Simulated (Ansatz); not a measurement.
# C2H6BF: up Jacob's ladder to CCSD(T)

How much do the methods differ for C2H6BF? The plan is to run it at one geometry with functionals of several rungs and with coupled cluster, and see how far each lands from CCSD(T) at the basis-set limit for the atomisation energy.

Program: Ansatz 0.2.0, Gaussian basis. Level of theory: functionals in def2-TZVPP, the program's frozen cores in correlated methods. These are calculated values, not measurements.

Levels to be run: LDA (SPW92), PBE-D4, revPBE-D4, BLYP-D4, r2SCAN-D4, B97M-V, PBE0-D4, B3LYP-D4, r2SCANh-D4, r2SCAN0-D4, HSE06-D4, BHLYP-D4, CAM-B3LYP-D4, LC-ωPBE, ωB97X-V, ωB97M-V, B2PLYP, PBE-QIDH; CCSD(T)/def2-SVP; CCSD(T)/def2-TZVPP; MP2/def2-QZVPP; extrapolation to the limit; RPA on PBE.

## 1. Structure used throughout

The geometry comes from an earlier relaxation with PBE0-D4 in a triple-zeta def2 set; it is a stationary point, not always the lowest conformer.

SMILES `BC(C)F`, 10 atoms, charge 0, spin multiplicity 1.

Atoms are counted from 1 here; the program's logs count them from 0.

Bond lengths: B1–C2 1.555 Å, B1–H5 1.193 Å, B1–H6 1.196 Å, C2–C3 1.521 Å, C2–F4 1.398 Å, C2–H7 1.104 Å, C3–H8 1.091 Å, C3–H9 1.092 Å, C3–H10 1.092 Å. Angles: C2–B1–H5 121.7°, C2–B1–H6 117.8°, H5–B1–H6 120.4°, B1–C2–C3 113.8°, B1–C2–F4 113.2°, B1–C2–H7 106.7°, C3–C2–F4 108.5°, C3–C2–H7 108.0°, F4–C2–H7 106.2°, C2–C3–H8 109.9°, C2–C3–H9 111.1°, C2–C3–H10 110.4°, H8–C3–H9 108.2°, H8–C3–H10 108.7°, H9–C3–H10 108.5°.

As a file:

| atom | x (Å) | y (Å) | z (Å) |
| --- | --- | --- | --- |
| B1 | -0.6361 | 1.1596 | -0.5814 |
| C2 | -0.0357 | -0.2725 | -0.5084 |
| C3 | 0.5409 | -0.6277 | 0.8540 |
| F4 | -0.9429 | -1.2690 | -0.8792 |
| H5 | -1.7709 | 1.3493 | -0.8981 |
| H6 | 0.0823 | 2.0800 | -0.3200 |
| H7 | 0.7841 | -0.3110 | -1.2473 |
| H8 | 0.9543 | -1.6376 | 0.8308 |
| H9 | -0.2287 | -0.5922 | 1.6278 |
| H10 | 1.3356 | 0.0699 | 1.1247 |

## 2. LDA

This LDA is Slater exchange with PW92 correlation.

Input file in.yaml:

```yaml
crystal:
  periodic: [false, false, false]
  atoms:
    - {symbol: B, position_ang: [-0.636103, 1.159640, -0.581432]}
    - {symbol: C, position_ang: [-0.035704, -0.272484, -0.508401]}
    - {symbol: C, position_ang: [0.540941, -0.627747, 0.854025]}
    - {symbol: F, position_ang: [-0.942858, -1.268990, -0.879214]}
    - {symbol: H, position_ang: [-1.770901, 1.349280, -0.898075]}
    - {symbol: H, position_ang: [0.082283, 2.079992, -0.319987]}
    - {symbol: H, position_ang: [0.784134, -0.311000, -1.247306]}
    - {symbol: H, position_ang: [0.954336, -1.637585, 0.830794]}
    - {symbol: H, position_ang: [-0.228743, -0.592223, 1.627847]}
    - {symbol: H, position_ang: [1.335615, 0.069917, 1.124748]}
basis:
  gaussian: {orbitals: def2-TZVPP}
hamiltonian: {xc: lda}
output: {orbitals: {seedname: orbitals}}
```

Command:

```console
> ansatz run in.yaml --threads 2 --pin off --events-out ev --progress --plain --max-ram 4352MiB
```

The runs that follow: PBE-D4 (GGA); revPBE-D4 (GGA); BLYP-D4 (GGA); r2SCAN-D4 (meta-GGA); B97M-V (meta-GGA); PBE0-D4 (hybrid); B3LYP-D4 (hybrid); r2SCANh-D4 (hybrid); r2SCAN0-D4 (hybrid); HSE06-D4 (hybrid); BHLYP-D4 (hybrid); CAM-B3LYP-D4 (range-separated); LC-ωPBE (range-separated); ωB97X-V (range-separated); ωB97M-V (range-separated); B2PLYP (double hybrid); PBE-QIDH (double hybrid); CCSD(T) in def2-SVP; CCSD(T) in def2-TZVPP; MP2 in def2-QZVPP; RPA on PBE orbitals.

**Question.** What will the summary of the whole plan be? Wanted: atomisation energy, CCSD(T)/CBS; farthest beyond LDA; mean size of error, GGA; mean size of error, meta-GGA; mean size of error, hybrid; mean size of error, range-separated; mean size of error, double hybrid; gap, smallest and largest; T1 diagnostic.

As calculated:

| quantity | value |
| --- | --- |
| atomisation energy, CCSD(T)/CBS | 3709.8 kJ/mol |
| functionals within 18.5 kJ/mol (0.5 %) | revPBE-D4, BLYP-D4, r2SCANh-D4, r2SCAN0-D4, LC-ωPBE, B2PLYP, PBE-QIDH |
| farthest beyond LDA | PBE-D4 (+79.0 kJ/mol) |
| mean size of error, GGA | 30.8 kJ/mol |
| mean size of error, meta-GGA | 22.9 kJ/mol |
| mean size of error, hybrid | 28.5 kJ/mol |
| mean size of error, range-separated | 25.3 kJ/mol |
| mean size of error, double hybrid | 8.6 kJ/mol |
| gap, smallest and largest | 4.15 eV (LDA (SPW92)), 12.09 eV (LC-ωPBE) |
| T1 diagnostic | 0.0105 |
| triples share of the correlation energy | 3.2 % |

The LDA atomisation energy is off by 520.8 kJ/mol (14 %): it overbinds. PBE-D4 misses by +79.0 kJ/mol. Double hybrids carry the basis error of their MP2 part in triple zeta, and no dispersion term here, so their miss is partly the set-up's. By mean error the best rung here is double hybrid (8.6 kJ/mol) and the worst beyond LDA is GGA (30.8 kJ/mol). The reference freezes the cores and leaves out relativity and excitations past (T), so misses under about 18.5 kJ/mol can't be ranked. Hartree-Fock recovers 76 % of the binding; the rest is correlation. CCSD(T) in def2-SVP is off by -147.1 kJ/mol, worse than the median functional, from the basis alone. Orbital gaps span 4.2 to 12.1 eV; exact exchange widens them.
